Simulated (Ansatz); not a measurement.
# Sc: how the settings move a single-point run

Question: which choices in the input matter for Sc?

Computed with Ansatz 0.2.0 (reference: DFT, LDA, all-electron PAW with datasets made for the crystal, scalar-relativistic, unless a step's input says otherwise).

### 1 Starting point

It takes space group Fm-3m (No. 225, cubic). Conventional cell: a = 4.520 Å, b = 4.520 Å, c = 4.520 Å, α = 90.00°, β = 90.00°, γ = 90.00°. Sc (site symmetry m-3m) is surrounded by 12 Sc at 3.20 Å.

Structure file:

```
Sc
1.0
     0.00000    2.26000    2.26000
     2.26000    0.00000    2.26000
     2.26000    2.26000    0.00000
Sc
1
Direct
  0.00000 0.00000 0.00000
```

### 2 Reference

File input.yaml:

```yaml
crystal:
  lattice:
    - [0.0, 2.26, 2.26]
    - [2.26, 0.0, 2.26]
    - [2.26, 2.26, 0.0]
  atoms:
    - { symbol: Sc, position: [0.0, 0.0, 0.0], spin: 1.6 }
magnetization:
  spin_polarized: true
  initial_magnetization: 1.6
  spin_locking: { lock_magnetization: hard }
kpoints:
  mp_grid: { grid: [13, 13, 13] }
scf:
  occupations: { method: fermi_dirac, width: 0.03 }
  lower_state_search: "off"
hamiltonian:
  xc: lda
  pseudopotentials: { kind: all_electron, datasets: crystal }
output:
  forces: true
  stress: true
  eigenvalues: false
```

Command:

```sh
$ ansatz run input.yaml --threads 1 --pin off --max-ram 3072MiB --backend cpu --events-out ev --progress --plain --runs-dir out
```

### 3 Changed: mixing.algorithm anderson, mixing.beta 0.5, mixing.ndim 16

input.yaml, as its differences from that of step 2:

```diff
@@ -16,2 +16,3 @@
   lower_state_search: "off"
+  mixing: { algorithm: anderson, beta: 0.5, ndim: 16 }
 hamiltonian:
```

**Question.** What will these runs give? Wanted: for each run, ending; energy change; pressure; abs. moment; force.

As calculated:

| run | ending | energy change | pressure (GPa) | abs. moment (μB) | force (eV/Å) | cycles | time |
| --- | --- | --- | --- | --- | --- | --- | --- |
| reference | converged | 0 | 2.8 | 1.60 | 0.00 | 10 | 5.8 s |
| 1: mixing.algorithm anderson, mixing.beta 0.5, mixing.ndim 16 | converged | 0.0 meV/atom | 2.8 | 1.60 | 0.00 | 11 | 6.2 s |

Residual by cycle in the longest SCF loop of each run; runs are numbered as in the table. The quantity is the density residual dr2, in eV.

| cycle | reference | run 1 |
| --- | --- | --- |
| 1 | 0.0378 | 0.0378 |
| 2 | 0.0251 | 0.0367 |
| 3 | 0.00152 | 0.00157 |
| 4 | 6.7e-5 | 4.0e-4 |
| 5 | 6.1e-5 | 2.4e-5 |
| 6 | 9.0e-6 | 6.2e-5 |
| 7 | 6.4e-8 | 5.0e-6 |
| 8 | 6.6e-9 | 3.5e-8 |
| 9 | 5.5e-9 | 7.2e-9 |
| 10 | 1.3e-9 | 4.3e-10 |
| 11 | - | 2.1e-11 |

The changed mixing doesn't alter the result here (within 0.5 meV/atom). Cost: 11 SCF cycles against 10.
